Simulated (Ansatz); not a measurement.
**ZnS+ (doublet): the correlation ladder, def2-TZVPP**

Aim: climb from Hartree-Fock through coupled cluster and multireference methods for ZnS+ (doublet) at one geometry and basis, and see what each rung misses.

The runs use Ansatz 0.2.0, Gaussian basis; def2-TZVPP, core rule «outside noble gas», up to 14 orbitals frozen.

The runs, in order: UHF; CCSD(T) on ROHF; CCSD(T) on UHF; CCSDT(Q) on ROHF; CCSDT(Q) on UHF; CASSCF and NEVPT2, 17 electrons in 10 orbitals.

4 further runs of the same task are left out: 4 set aside as unsound or not needed.

**1. The system**

The geometry is a PBE0/def2-TZVP stationary point (not a proven minimum) of the parent state, kept for this charge and spin.

2 atoms, charge 1, spin multiplicity 2.

Atoms are counted from 1 here; the program's logs count them from 0.

Bond lengths: Zn1–S2 2.056 Å.

**2. UHF**

in.yaml reads:

```yaml
crystal:
  periodic: [false, false, false]
  atoms:
    - {symbol: Zn, position_ang: [0.000000, 0.000000, 0.000000]}
    - {symbol: S, position_ang: [0.000000, 0.000000, 2.056000]}
basis:
  gaussian: {orbitals: def2-TZVPP}
total_charge: 1
magnetization: {spin_polarized: true, initial_magnetization: 1}
hamiltonian: {xc: hf}
output: {orbitals: {seedname: orbitals}}
```

Command:

```
ansatz run in.yaml --threads 1 --pin off --events-out ev --progress --plain --max-ram 4096MiB --backend cpu
```

Further steps of the session: CCSD(T) on ROHF; CCSD(T) on UHF; CCSDT(Q) on ROHF; CCSDT(Q) on UHF; CASSCF and NEVPT2, 17 electrons in 10 orbitals.

Q: Predict the results of all the runs planned. Wanted: UCCSDT(Q) below the RHF energy; RMP2 from UCCSDT(Q); UMP2 from UCCSDT(Q); RCCSD from UCCSDT(Q); RCCSD(T) from UCCSDT(Q); UCCSD(T) from UCCSDT(Q); RCCSDT(Q) from UCCSDT(Q); NEVPT2 valence from UCCSDT(Q); T1 diagnostic.

As calculated:

| quantity | value |
| --- | --- |
| UCCSDT(Q) below the RHF energy | -16.6038 eV |
| RMP2 from UCCSDT(Q) | -10.4 kJ/mol |
| UMP2 from UCCSDT(Q) | -8.5 kJ/mol |
| RCCSD from UCCSDT(Q) | +55.5 kJ/mol |
| RCCSD(T) from UCCSDT(Q) | +1.9 kJ/mol |
| UCCSD(T) from UCCSDT(Q) | +1.8 kJ/mol |
| RCCSDT(Q) from UCCSDT(Q) | +0.7 kJ/mol |
| NEVPT2 valence from UCCSDT(Q) | +153.4 kJ/mol |
| levels within 1 kcal/mol (43 meV) | RCCSD(T), UCCSD(T), RCCSDT, UCCSDT, RCCSDT(Q) |
| T1 diagnostic | 0.023 |
| effectively unpaired electrons | 1.01 |

**Reading.** RCCSD(T) misses by +1.9 kJ/mol, 0.1 % of the correlation energy. One determinant dominates. These misses are within one basis, not against nature; the frozen cores of restricted and unrestricted runs differ, which can shift their rows.
